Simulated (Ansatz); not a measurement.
# C₈H₁₆: how energies converge with the basis set

How large a basis does C₈H₁₆ need? Two functionals are run in growing sets.

Program: Ansatz 0.2.0, Gaussian basis. Level of theory: one geometry, several basis sets. These are calculated values, not measurements.

Levels to be run: PBE0-D4/def2-SVP; ωB97M-V/def2-SVP; PBE0-D4/def2-QZVPP; ωB97M-V/def2-QZVPP; the functionals' def2-TZVPP values are taken from earlier runs.

### 1 Structure used throughout

The geometry comes from an earlier relaxation with PBE0-D4 in a triple-zeta def2 set; it is a stationary point, not always the lowest conformer.

24 atoms, charge 0, spin multiplicity 1.

Atoms are counted from 1 here; the program's logs count them from 0.

Bond lengths: C1–C2 1.524 Å, C1–H9 1.092 Å, C1–H10 1.093 Å, C1–H11 1.093 Å, C2–C3 1.531 Å, C2–C7 1.538 Å, C2–H12 1.097 Å, C3–C4 1.523 Å, C3–H13 1.096 Å, C3–H14 1.095 Å, C4–C5 1.522 Å, C4–H15 1.096 Å, C4–H16 1.094 Å, C5–C6 1.523 Å, C5–H17 1.096 Å, C5–H18 1.094 Å, C6–C7 1.531 Å, C6–H19 1.095 Å and more. Angles: C2–C1–H9 112.3°, C2–C1–H10 110.8°, C2–C1–H11 110.9°, H9–C1–H10 107.4°, H9–C1–H11 107.4°, H10–C1–H11 107.8°, C1–C2–C3 111.7°, C1–C2–C7 111.8°, C1–C2–H12 107.0°, C3–C2–C7 111.2°, C3–C2–H12 107.5°, C7–C2–H12 107.2°, C2–C3–C4 112.8°, C2–C3–H13 109.3°, C2–C3–H14 109.4°, C4–C3–H13 108.8°, C4–C3–H14 110.3°, H13–C3–H14 106.1° and more.

### 2 PBE0-D4 in def2-SVP

The input, in.yaml:

```yaml
crystal:
  periodic: [false, false, false]
  atoms:
    - {symbol: C, position_ang: [1.027729, -1.336154, -1.453822]}
    - {symbol: C, position_ang: [0.987466, -0.600930, -0.120059]}
    - {symbol: C, position_ang: [0.008095, -1.255050, 0.858192]}
    - {symbol: C, position_ang: [-1.448443, -1.024919, 0.476239]}
    - {symbol: C, position_ang: [-1.747301, 0.460636, 0.331643]}
    - {symbol: C, position_ang: [-0.794245, 1.116252, -0.659421]}
    - {symbol: C, position_ang: [0.677651, 0.894916, -0.300875]}
    - {symbol: C, position_ang: [1.089665, 1.710015, 0.918531]}
    - {symbol: H, position_ang: [0.066244, -1.310041, -1.971422]}
    - {symbol: H, position_ang: [1.770584, -0.890941, -2.121013]}
    - {symbol: H, position_ang: [1.293733, -2.387042, -1.311586]}
    - {symbol: H, position_ang: [1.990966, -0.674661, 0.317821]}
    - {symbol: H, position_ang: [0.176445, -0.852791, 1.863396]}
    - {symbol: H, position_ang: [0.219708, -2.327526, 0.920982]}
    - {symbol: H, position_ang: [-1.671788, -1.533069, -0.468992]}
    - {symbol: H, position_ang: [-2.105299, -1.474920, 1.226685]}
    - {symbol: H, position_ang: [-1.659353, 0.944872, 1.311103]}
    - {symbol: H, position_ang: [-2.781677, 0.612016, 0.008712]}
    - {symbol: H, position_ang: [-0.994202, 2.190790, -0.725097]}
    - {symbol: H, position_ang: [-0.989530, 0.709300, -1.657840]}
    - {symbol: H, position_ang: [1.280927, 1.252328, -1.144973]}
    - {symbol: H, position_ang: [0.542382, 1.417739, 1.817477]}
    - {symbol: H, position_ang: [0.905165, 2.775273, 0.755625]}
    - {symbol: H, position_ang: [2.155080, 1.583894, 1.128717]}
basis:
  gaussian: {orbitals: def2-SVP}
hamiltonian: {xc: pbe0, dispersion: d4}
output: {orbitals: {seedname: orbitals}}
```

On the command line:

```bash
$ ansatz run in.yaml --threads 4 --pin off --events-out ev --progress --plain --max-ram 66560MiB --backend cpu
```

The runs that follow: ωB97M-V in def2-SVP; PBE0-D4 in def2-QZVPP; ωB97M-V in def2-QZVPP.

**Question.** What will the summary of the whole plan be? Wanted: PBE0-D4: double and triple zeta above quadruple; ωB97M-V: double and triple zeta above quadruple.

As calculated:

| quantity | value |
| --- | --- |
| PBE0-D4: double and triple zeta above quadruple | 9.48, 0.47 eV |
| ωB97M-V: double and triple zeta above quadruple | 10.07, 0.46 eV |

PBE0-D4 gains 9.01 eV from double to triple zeta, then 0.47 eV more. These are total energies; as a rule much of such shifts cancels in differences, which this series doesn't test. The LUMO of ωB97M-V is positive and keeps falling with the basis (3.20 to 1.71 eV): an unbound level that the basis holds in place.
